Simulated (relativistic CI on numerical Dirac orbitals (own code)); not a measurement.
# Ru²⁺: L2,3 absorption multiplets

Wanted: the shape of the L2,3 absorption spectrum of Ru²⁺ in 5 surroundings, from the same atomic integrals.

The numbers are computed with relativistic CI on numerical Dirac orbitals (own code) version 1 (Dirac-Coulomb-Breit CI, KLI orbitals optimised for each configuration, model QED (radiative potential, 1s self-energy scaled to tabulated hydrogen-like ionisation energies), valence Slater integrals scaled by 0.7, multiplet model of core-to-valence dipole absorption), except any that are marked as measured or tabulated.

### 1 What is computed

| Quantity | Value |
| --- | --- |
| ion | Ru²⁺ (Ru III) |
| nuclear charge | 44 |
| electrons | 42 |
| configurations | [Kr] 4d6 → [He] 2s2 2p5 3s2 3p6 3d10 4s2 4p6 4d7 |
| magnetising field for the dichroism, Lz and Sz | exchange field 10 meV on Sz; these come from the lowest magnetised state alone (0 K) |
| temperature of the isotropic spectrum | 300 K |
| widths | Lorentz 2.4 eV, Gauss 0.5 eV |
| surrounding 1 | free ion |
| surrounding 2 | D4h, 10Dq = 23750, Ds = -1500, Dt = 670 cm⁻¹ |
| surrounding 3 | D4h, 10Dq = 23750, Ds = -860, Dt = 670 cm⁻¹ |
| surrounding 4 | D4h, 10Dq = 23750, Ds = -210, Dt = 670 cm⁻¹ |
| surrounding 5 | D4h, 10Dq = 23750, Ds = 430, Dt = 670 cm⁻¹ |

### 2 Surrounding 1: free ion

Settings, as recorded:

```ini
atom Ru  Z=44  charge=2  electrons=42
nucleus A=102  rms_radius_fm=4.4809
hamiltonian dirac-coulomb  breit=on  qed=on  c_scale=1
orbitals kli  potential=per-configuration
slater_scale 0.7
correlation none
mixing on
configurations
  [Kr] 4d6
  [He] 2s2 2p5 3s2 3p6 3d10 4s2 4p6 4d7
end
absorption L2,3 T=300 lorentz=2.4 gauss=0.5
crystal_field free
```

### 3 Surrounding 2: D4h, 10Dq = 23750, Ds = -1500, Dt = 670

The settings differ from step 2 so:

```diff
@@ -12,2 +12,2 @@
 absorption L2,3 T=300 lorentz=2.4 gauss=0.5
-crystal_field free
+crystal_field D4h 10Dq=23750 Ds=-1500 Dt=670
```

### 4 Surrounding 3: D4h, 10Dq = 23750, Ds = -860, Dt = 670

The settings differ from step 3 so:

```diff
@@ -12,2 +12,2 @@
 absorption L2,3 T=300 lorentz=2.4 gauss=0.5
-crystal_field D4h 10Dq=23750 Ds=-1500 Dt=670
+crystal_field D4h 10Dq=23750 Ds=-860 Dt=670
```

### 5 Surrounding 4: D4h, 10Dq = 23750, Ds = -210, Dt = 670

The settings differ from step 4 so:

```diff
@@ -12,2 +12,2 @@
 absorption L2,3 T=300 lorentz=2.4 gauss=0.5
-crystal_field D4h 10Dq=23750 Ds=-860 Dt=670
+crystal_field D4h 10Dq=23750 Ds=-210 Dt=670
```

### 6 Surrounding 5: D4h, 10Dq = 23750, Ds = 430, Dt = 670

The settings differ from step 5 so:

```diff
@@ -12,2 +12,2 @@
 absorption L2,3 T=300 lorentz=2.4 gauss=0.5
-crystal_field D4h 10Dq=23750 Ds=-210 Dt=670
+crystal_field D4h 10Dq=23750 Ds=430 Dt=670
```

(Steps that only read results are left out.)

Before running it: what results should come out? Wanted: highest peak, first run; ground spin; share of the lower edge; core spin-orbit splitting.

As calculated:

| surrounding | ground S | Lz (0 K) | Sz (0 K) | centroid (eV) | share of the lower edge | up to four highest peaks (% of the highest), eV |
| --- | --- | --- | --- | --- | --- | --- |
| 1: free | 1.99 | -2.02 | -1.98 | 2865.16 | 0.807 | 2840.2 (100), 2969.2 (27) |
| 2: D4h | 0.06 | 0.00 | 0.00 | 2873.50 | 0.747 | 2840.8 (100), 2969.8 (34) |
| 3: D4h | 0.06 | 0.00 | 0.00 | 2873.56 | 0.746 | 2840.8 (100), 2969.8 (34) |
| 4: D4h | 0.06 | 0.00 | 0.00 | 2873.54 | 0.746 | 2840.8 (100), 2969.8 (34) |
| 5: D4h | 0.06 | 0.00 | 0.00 | 2873.47 | 0.747 | 2840.8 (100), 2969.8 (34) |

| quantity | value |
| --- | --- |
| highest peak, first run | 2840.2 eV |
| ground spin (effective S from ⟨S²⟩) | 0.06 to 1.99 |
| share of the lower edge | 0.746 to 0.807 |
| core spin-orbit splitting (without Breit) | 133.35 eV |

**Reading.** The ground spin changes between the runs (1.99 to 0.06), and the line shape with it. The lower edge takes 0.81 of the intensity in surrounding 1, above the statistical 0.67. The position of the maximum differs by up to 0.5 eV between the surroundings, by shifts of peaks or by peaks exchanging rank. Edge positions are free-ion values and differ from those in solids by a few eV or more.
